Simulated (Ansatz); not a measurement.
Task: harmonic frequencies at the relaxed geometry of C₃H₂BrCl, SMILES C#CC(Cl)Br, with the Python package of Ansatz (0.2.0). Give the script and its output. Use (for the species named): r2SCAN, def2-SVP basis, multiplicity 1.

```xyz
7

C    -1.0066    0.5427    1.3282
C    -0.3932    0.2199    0.3836
C     0.3856   -0.2160   -0.7668
Cl    0.1877   -1.9233   -1.0655
Br    2.3151    0.0379   -0.4144
H    -1.6433    0.9213    2.1455
H     0.2161    0.3494   -1.6563
```

Script `c3h2brcl.py`:
```python
"""Vibrations of C3H2BrCl."""

import ansatz as az
from ase import Atoms
from ase.thermochemistry import IdealGasThermo
import numpy as np

atoms = Atoms(["C", "C", "C", "Cl", "Br", "H", "H"], positions=[
    (-1.0066, 0.5427, 1.3282),
    (-0.3932, 0.2199, 0.3836),
    (0.3856, -0.216, -0.7668),
    (0.1877, -1.9233, -1.0655),
    (2.3151, 0.0379, -0.4144),
    (-1.6433, 0.9213, 2.1455),
    (0.2161, 0.3494, -1.6563),
])
system = az.Crystal.molecule_from_ase(atoms)

calc = system.calculation()
calc = calc.basis(gaussian="def2-SVP").functional("r2scan")
symbols = [site.symbol for site in system.cartesian_sites]
start = np.array([site.position_ang for site in system.cartesian_sites], dtype=float)
r = calc.relax(force_tolerance=0.003).run(threads=1).report
end = np.array(r["positions_ang"])

print("final positions (A) and the move of each atom")
for symbol, xyz, old in zip(symbols, end, start):
    print(f"{symbol:2s} {xyz[0]:10.5f} {xyz[1]:10.5f} {xyz[2]:10.5f}   {np.linalg.norm(xyz - old):7.4f}")

# same settings at the minimum
minimum = az.Crystal.molecule()
for symbol, xyz in zip(symbols, end):
    minimum = minimum.atom(symbol, xyz.tolist())
vibrating = (
    minimum.calculation()
    .basis(gaussian="def2-SVP")
    .functional("r2scan")
    .phonons(temperatures=(298.15, 498.15, 100))
)
vib = vibrating.run(threads=1).report["vibrations"]
sums = vib["harmonic_sums"]
modes = [m["omega_inv_cm"] for m in sums["modes_at_gamma"] if m["rigid_motion"] == "no"]
for number, w in enumerate(modes, start=1):
    print(f"mode {number:2d} {w:9.1f} 1/cm {w / 8065.544 * 1000:8.2f} meV")
print("imaginary modes:", sum(w < 0 for w in modes), " zero-point energy:", round(sums["zero_point_energy_ev"], 4), "eV")
# rigid rotor and ideal gas, symmetry number taken as one
gas = IdealGasThermo(vib_energies=[w / 8065.544 for w in modes if w > 0], geometry="linear" if len(modes) == 3 * len(symbols) - 5 else "nonlinear",
                     atoms=Atoms(symbols, positions=end), symmetrynumber=1, spin=0.0)
print(f"H(298 K) - E = {gas.get_enthalpy(298.15, verbose=False):.4f} eV")
print(f"S(298 K, 1 bar) = {96485.33 * gas.get_entropy(298.15, 1e5, verbose=False):.1f} J/(mol K) with symmetry number 1")
```

```console
$ python c3h2brcl.py
final positions (A) and the move of each atom
C    -1.03943    0.58168    1.32071    0.0515
C    -0.36216    0.20228    0.38717    0.0359
C     0.42414   -0.23472   -0.73524    0.0532
Cl    0.12700   -1.96326   -1.11496    0.0879
Br    2.34645    0.09792   -0.40545    0.0683
H    -1.63649    0.91520    2.14993    0.0102
H     0.20189    0.33280   -1.64787    0.0234
mode  1     140.2 1/cm    17.39 meV
mode  2     197.9 1/cm    24.53 meV
mode  3     223.5 1/cm    27.71 meV
mode  4     391.3 1/cm    48.51 meV
mode  5     463.8 1/cm    57.50 meV
mode  6     625.6 1/cm    77.56 meV
mode  7     680.5 1/cm    84.37 meV
mode  8     680.7 1/cm    84.40 meV
mode  9     710.5 1/cm    88.09 meV
mode 10    1018.9 1/cm   126.33 meV
mode 11    1152.2 1/cm   142.86 meV
mode 12    1237.5 1/cm   153.43 meV
mode 13    2214.7 1/cm   274.58 meV
mode 14    3137.7 1/cm   389.02 meV
mode 15    3472.5 1/cm   430.54 meV
imaginary modes: 0  zero-point energy: 1.0134 eV
H(298 K) - E = 1.1947 eV
S(298 K, 1 bar) = 332.8 J/(mol K) with symmetry number 1
```

Reading the output:
- The frequencies are harmonic and unscaled, in a modest basis. The result belongs to the one conformer reached from this start, and soft torsions count as harmonic oscillators.
- The entropy takes a symmetry number of 1; a symmetric molecule's is lower by R ln(sigma).
- Timing: 3.9 min on 1 thread of Arm Neoverse V1, on a shared host, peak memory 0.28 GiB.

(A comment or docstring line of the script was reworded after the run, the code is as it ran; lines on the test bed's own set-up are left out of the output.)
